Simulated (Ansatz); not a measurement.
# C9H21Ga: up Jacob's ladder to CCSD(T)

One table from this session's results is given with a row withheld; the runs are named, their logs left out.

The runs use Ansatz 0.2.0, Gaussian basis; functionals in def2-TZVPP, the program's frozen cores in correlated methods.

The runs, in order: LDA (SPW92), PBE-D4, revPBE-D4, BLYP-D4, r2SCAN-D4, B97M-V, PBE0-D4, B3LYP-D4, r2SCANh-D4, r2SCAN0-D4, HSE06-D4, BHLYP-D4, CAM-B3LYP-D4, LC-ωPBE, ωB97X-V, ωB97M-V, B2PLYP, PBE-QIDH; CCSD(T)/def2-SVP; CCSD(T)/def2-TZVPP; MP2/def2-QZVPP; extrapolation to the limit; RPA on PBE.

## Structure used throughout

An earlier PBE0-D4 in a triple-zeta def2 set relaxation fixed the geometry.

31 atoms, charge 0, spin multiplicity 1.

Atoms are counted from 1 here; the program's logs count them from 0.

Bond lengths: C1–C2 1.528 Å, C1–H11 1.095 Å, C1–H12 1.098 Å, C1–H13 1.095 Å, C2–C3 1.525 Å, C2–Ga4 2.002 Å, C2–H14 1.097 Å, C3–H15 1.094 Å, C3–H16 1.098 Å, C3–H17 1.094 Å, Ga4–C5 1.999 Å, Ga4–C8 1.999 Å, C5–C6 1.530 Å, C5–C7 1.523 Å, C5–H18 1.097 Å, C6–H19 1.095 Å, C6–H20 1.095 Å, C6–H21 1.098 Å and more. Angles: C2–C1–H11 112.5°, C2–C1–H12 111.1°, C2–C1–H13 111.6°, H11–C1–H12 107.0°, H11–C1–H13 107.4°, H12–C1–H13 106.8°, C1–C2–C3 110.9°, C1–C2–Ga4 110.4°, C1–C2–H14 107.9°, C3–C2–Ga4 112.5°, C3–C2–H14 108.2°, Ga4–C2–H14 106.6°, C2–C3–H15 111.7°, C2–C3–H16 111.2°, C2–C3–H17 112.4°, H15–C3–H16 106.8°, H15–C3–H17 107.3°, H16–C3–H17 107.1° and more.

As a file:

```
C    -2.0877   -1.0911    1.3162
C    -0.6115   -0.7155    1.4302
C    -0.3911    0.2925    2.5533
Ga    0.0811   -0.0648   -0.3314
C    -0.3766    1.7550   -1.0213
C     0.7027    2.7314   -0.5509
C    -1.7641    2.2516   -0.6375
C     1.3163   -1.2670   -1.3441
C     0.6707   -2.6293   -1.5775
C     2.6321   -1.4178   -0.5848
H    -2.2664   -1.8603    0.5583
H    -2.4714   -1.4818    2.2676
H    -2.7057   -0.2256    1.0566
H    -0.0488   -1.6258    1.6707
H    -0.9117    1.2352    2.3583
H    -0.7718   -0.0890    3.5097
H     0.6669    0.5300    2.6995
H    -0.3175    1.6933   -2.1149
H     0.7152    2.8251    0.5404
H     1.7068    2.4300   -0.8663
H     0.5281    3.7380   -0.9520
H    -1.9515    3.2566   -1.0375
H    -2.5581    1.6003   -1.0135
H    -1.8840    2.3147    0.4482
H     1.5260   -0.8063   -2.3161
H     0.4018   -3.1128   -0.6320
H    -0.2401   -2.5634   -2.1806
H     1.3548   -3.3109   -2.0995
H     2.4734   -1.8342    0.4160
H     3.1575   -0.4655   -0.4632
H     3.3165   -2.0997   -1.1061
```

The first run:

in.yaml

```yaml
crystal:
  periodic: [false, false, false]
  atoms:
    - {symbol: C, position_ang: [-2.087741, -1.091064, 1.316223]}
    - {symbol: C, position_ang: [-0.611503, -0.715487, 1.430214]}
    - {symbol: C, position_ang: [-0.391056, 0.292478, 2.553269]}
    - {symbol: Ga, position_ang: [0.081122, -0.064774, -0.331398]}
    - {symbol: C, position_ang: [-0.376586, 1.754983, -1.021267]}
    - {symbol: C, position_ang: [0.702746, 2.731429, -0.550873]}
    - {symbol: C, position_ang: [-1.764133, 2.251594, -0.637516]}
    - {symbol: C, position_ang: [1.316325, -1.266957, -1.344121]}
    - {symbol: C, position_ang: [0.670691, -2.629339, -1.577455]}
    - {symbol: C, position_ang: [2.632103, -1.417832, -0.584843]}
    - {symbol: H, position_ang: [-2.266358, -1.860337, 0.558260]}
    - {symbol: H, position_ang: [-2.471447, -1.481832, 2.267594]}
    - {symbol: H, position_ang: [-2.705690, -0.225636, 1.056551]}
    - {symbol: H, position_ang: [-0.048752, -1.625823, 1.670661]}
    - {symbol: H, position_ang: [-0.911679, 1.235191, 2.358296]}
    - {symbol: H, position_ang: [-0.771803, -0.089044, 3.509738]}
    - {symbol: H, position_ang: [0.666929, 0.530036, 2.699501]}
    - {symbol: H, position_ang: [-0.317499, 1.693303, -2.114867]}
    - {symbol: H, position_ang: [0.715177, 2.825127, 0.540356]}
    - {symbol: H, position_ang: [1.706772, 2.430017, -0.866264]}
    - {symbol: H, position_ang: [0.528098, 3.737970, -0.951978]}
    - {symbol: H, position_ang: [-1.951452, 3.256648, -1.037545]}
    - {symbol: H, position_ang: [-2.558069, 1.600319, -1.013540]}
    - {symbol: H, position_ang: [-1.884024, 2.314732, 0.448248]}
    - {symbol: H, position_ang: [1.525966, -0.806259, -2.316142]}
    - {symbol: H, position_ang: [0.401849, -3.112846, -0.632030]}
    - {symbol: H, position_ang: [-0.240072, -2.563375, -2.180623]}
    - {symbol: H, position_ang: [1.354816, -3.310946, -2.099462]}
    - {symbol: H, position_ang: [2.473448, -1.834176, 0.416034]}
    - {symbol: H, position_ang: [3.157471, -0.465465, -0.463173]}
    - {symbol: H, position_ang: [3.316454, -2.099732, -1.106150]}
basis:
  gaussian: {orbitals: def2-TZVPP}
hamiltonian: {xc: lda}
output: {orbitals: {seedname: orbitals}}
```

Started as:

```
$ ansatz run in.yaml --threads 11 --pin off --events-out ev --progress --plain --max-ram 120832MiB --backend cuda --devices 0, --max-vram 75GiB
```

Among the steps run: LDA; PBE-D4 (GGA); revPBE-D4 (GGA); BLYP-D4 (GGA); r2SCAN-D4 (meta-GGA); B97M-V (meta-GGA); B3LYP-D4 (hybrid); r2SCANh-D4 (hybrid); r2SCAN0-D4 (hybrid); HSE06-D4 (hybrid); BHLYP-D4 (hybrid); CAM-B3LYP-D4 (range-separated); LC-ωPBE (range-separated); ωB97X-V (range-separated); ωB97M-V (range-separated); B2PLYP (double hybrid); PBE-QIDH (double hybrid).

One table of the session follows, with a row left open; its other results are not shown here.

It belongs to the step «Frontier levels by functional». 

```
  functional  HOMO (eV)  gap (eV)
 LDA (SPW92)      -5.41      3.57
      PBE-D4      -5.29      3.80
   revPBE-D4      -5.24      3.93
     BLYP-D4      -5.18      3.74
   r2SCAN-D4      -5.49      4.20
      B97M-V      -5.58      4.06
     PBE0-D4      -6.43      5.76
    B3LYP-D4      -6.24      5.29
  r2SCANh-D4      -5.92      4.92
  r2SCAN0-D4      -6.56      5.99
    HSE06-D4      -6.03      4.99
    BHLYP-D4      -7.50      7.59
CAM-B3LYP-D4      -7.74      7.95
     LC-ωPBE      -9.02     10.50
     ωB97X-V          ?         ?
     ωB97M-V      -8.59      9.51
```

Q: Estimate the row for ωB97X-V from the others.

**Answer.** HOMO (eV): -8.70; gap (eV): 9.90. In the column «HOMO (eV)» it lies between LC-ωPBE (-9.02) and ωB97M-V (-8.59).
